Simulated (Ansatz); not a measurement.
**C₉H₁₂O₄: up Jacob's ladder to CCSD(T)**

One table from this session's results is given with a row withheld; the runs are named, their logs left out.

Program: Ansatz 0.2.0, Gaussian basis. Level of theory: functionals in def2-TZVPP, the program's frozen cores in correlated methods. These are calculated values, not measurements.

Plan: LDA (SPW92), PBE-D4, revPBE-D4, BLYP-D4, r2SCAN-D4, B97M-V, PBE0-D4, B3LYP-D4, r2SCANh-D4, r2SCAN0-D4, HSE06-D4, BHLYP-D4, CAM-B3LYP-D4, LC-ωPBE, ωB97X-V, ωB97M-V, B2PLYP, PBE-QIDH; CCSD(T)/def2-SVP; CCSD(T)/def2-TZVPP; MP2/def2-QZVPP; extrapolation to the limit; RPA on PBE.

### The relaxed structure

The geometry comes from an earlier relaxation with PBE0-D4 in a triple-zeta def2 set; it is a stationary point, not always the lowest conformer.

SMILES `CC(C)(C)OC(=O)Oc1ccco1`, 25 atoms, charge 0, spin multiplicity 1.

Atoms are counted from 1 here; the program's logs count them from 0.

Bond lengths: C1–C2 1.516 Å, C1–H14 1.091 Å, C1–H15 1.091 Å, C1–H16 1.091 Å, C2–C3 1.518 Å, C2–C4 1.518 Å, C2–O5 1.464 Å, C3–H17 1.089 Å, C3–H18 1.092 Å, C3–H19 1.092 Å, C4–H20 1.092 Å, C4–H21 1.092 Å, C4–H22 1.089 Å, O5–C6 1.317 Å, C6–O7 1.197 Å, C6–O8 1.352 Å, O8–C9 1.349 Å, C9–C10 1.354 Å and more. Angles: C2–C1–H14 110.6°, C2–C1–H15 110.6°, C2–C1–H16 109.8°, H14–C1–H15 108.5°, H14–C1–H16 108.6°, H15–C1–H16 108.6°, C1–C2–C3 110.8°, C1–C2–C4 110.8°, C1–C2–O5 102.5°, C3–C2–C4 112.4°, C3–C2–O5 110.0°, C4–C2–O5 109.9°, C2–C3–H17 111.5°, C2–C3–H18 109.1°, C2–C3–H19 110.4°, H17–C3–H18 108.6°, H17–C3–H19 109.1°, H18–C3–H19 108.1° and more.

Set-up of the first run:

Input file in.yaml:

```yaml
crystal:
  periodic: [false, false, false]
  atoms:
    - {symbol: C, position_ang: [-2.614251, -1.223931, 1.631513]}
    - {symbol: C, position_ang: [-1.120741, -1.015210, 1.471539]}
    - {symbol: C, position_ang: [-0.408221, -2.342342, 1.283911]}
    - {symbol: C, position_ang: [-0.560724, -0.216370, 2.634418]}
    - {symbol: O, position_ang: [-1.041545, -0.226975, 0.240148]}
    - {symbol: C, position_ang: [0.127917, 0.154381, -0.229018]}
    - {symbol: O, position_ang: [1.219816, -0.051008, 0.215980]}
    - {symbol: O, position_ang: [-0.134080, 0.852268, -1.356474]}
    - {symbol: C, position_ang: [0.882461, 1.378680, -2.070524]}
    - {symbol: C, position_ang: [2.233439, 1.418976, -1.986936]}
    - {symbol: C, position_ang: [2.640673, 2.177025, -3.129878]}
    - {symbol: C, position_ang: [1.516838, 2.521459, -3.792595]}
    - {symbol: O, position_ang: [0.423891, 2.032329, -3.144514]}
    - {symbol: H, position_ang: [-3.128944, -0.265629, 1.719145]}
    - {symbol: H, position_ang: [-3.021802, -1.758926, 0.772095]}
    - {symbol: H, position_ang: [-2.811010, -1.808816, 2.531492]}
    - {symbol: H, position_ang: [0.665591, -2.206139, 1.167926]}
    - {symbol: H, position_ang: [-0.586748, -2.970185, 2.159267]}
    - {symbol: H, position_ang: [-0.799838, -2.863403, 0.407657]}
    - {symbol: H, position_ang: [-0.744838, -0.760580, 3.563025]}
    - {symbol: H, position_ang: [-1.059455, 0.752622, 2.705045]}
    - {symbol: H, position_ang: [0.511574, -0.059338, 2.531389]}
    - {symbol: H, position_ang: [2.842928, 0.973922, -1.223149]}
    - {symbol: H, position_ang: [3.651095, 2.427057, -3.411398]}
    - {symbol: H, position_ang: [1.315966, 3.080123, -4.690055]}
basis:
  gaussian: {orbitals: def2-TZVPP}
hamiltonian: {xc: lda}
output: {orbitals: {seedname: orbitals}}
```

Steps of the session up to this table: LDA; PBE-D4 (GGA); revPBE-D4 (GGA); BLYP-D4 (GGA); r2SCAN-D4 (meta-GGA); B97M-V (meta-GGA); PBE0-D4 (hybrid); B3LYP-D4 (hybrid); r2SCANh-D4 (hybrid); r2SCAN0-D4 (hybrid); HSE06-D4 (hybrid); BHLYP-D4 (hybrid); CAM-B3LYP-D4 (range-separated); LC-ωPBE-D4 (range-separated; the results give it without D4); ωB97X-V (range-separated); ωB97M-V (range-separated); B2PLYP (double hybrid); PBE-QIDH (double hybrid).

One table of the session follows, with a row left open; its other results are not shown here.

It belongs to the step «Orbital energies across the functionals». 

| functional | HOMO (eV) | gap (eV) |
| --- | --- | --- |
| LDA (SPW92) | -5.47 | 4.38 |
| PBE-D4 | -5.23 | 4.44 |
| revPBE-D4 | -5.14 | 4.46 |
| BLYP-D4 | -5.08 | 4.40 |
| r2SCAN-D4 | -5.37 | 4.81 |
| B97M-V | -5.36 | 4.92 |
| PBE0-D4 | -6.27 | 6.51 |
| B3LYP-D4 | -6.08 | 6.05 |
| r2SCANh-D4 | -5.77 | 5.58 |
| r2SCAN0-D4 | -6.38 | 6.74 |
| HSE06-D4 | -5.87 | 5.73 |
| BHLYP-D4 | -7.18 | 8.53 |
| CAM-B3LYP-D4 | -7.57 | 8.92 |
| LC-ωPBE | -8.87 | 11.40 |
| ωB97X-V | ? | ? |
| ωB97M-V | -8.42 | 10.80 |

Estimate the missing values for ωB97X-V.

**Answer.** HOMO (eV): -8.50; gap (eV): 10.99. In the column «HOMO (eV)» it lies between LC-ωPBE (-8.87) and ωB97M-V (-8.42).
